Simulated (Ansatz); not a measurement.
# KRh: the cost of one run

Program: Ansatz 0.2.0. Level of theory: DFT PBE, scalar-relativistic, plane waves, PAW. These are calculated values, not measurements.

### Step 1. The structure to begin with

It takes space group P-1 (No. 2, triclinic). Conventional cell: a = 3.625 Å, b = 3.673 Å, c = 4.529 Å, α = 82.34°, β = 83.74°, γ = 80.86°. Around K (site symmetry -1) lie 4 Rh at 2.74 to 3.05 Å. Around Rh (site symmetry -1) lie 4 K at 2.74 to 3.05 Å.

As a file:

```
K Rh
1.0
     3.62534    0.00000    0.00000
     0.58373    3.62663    0.00000
     0.49391    0.53230    4.47046
K Rh
1 1
Direct
  0.50000 0.50000 0.00000
  0.00000 0.50000 0.50000
```

A structure generator made this guess: random cell by space group and Wyckoff sites (P-1, No. 2). Lengths come from tabulated atomic sizes and are only a guess.

### Step 2. A first look at the guess

input.yaml

```yaml
crystal:
  lattice:
    - [3.62534046, 0.0, 0.0]
    - [0.58373409, 3.62663443, 0.0]
    - [0.4939149, 0.53230067, 4.47045877]
  atoms:
    - { symbol: K, position: [0.5, 0.5, 0.0] }
    - { symbol: Rh, position: [0.0, 0.5, 0.5] }
basis:
  ecutwfc: 420
kpoints:
  mp_grid: { grid: [6, 6, 4] }
hamiltonian:
  xc: pbe
scf:
  occupations: { method: gaussian, width: 0.1 }
  lower_state_search: "off"
output:
  forces: true
  stress: true
  eigenvalues: true
```

On the command line:

```
ansatz run input.yaml --threads 1 --pin off --max-ram 2560MiB --backend cpu --events-out ev --progress --plain --runs-dir out
```

**Question.** How long does this run take on 1 thread of AMD EPYC 7B13 (Zen 3), shared host, and how much memory does it need?

About 3.2 s, with a peak of 0.41 GiB.
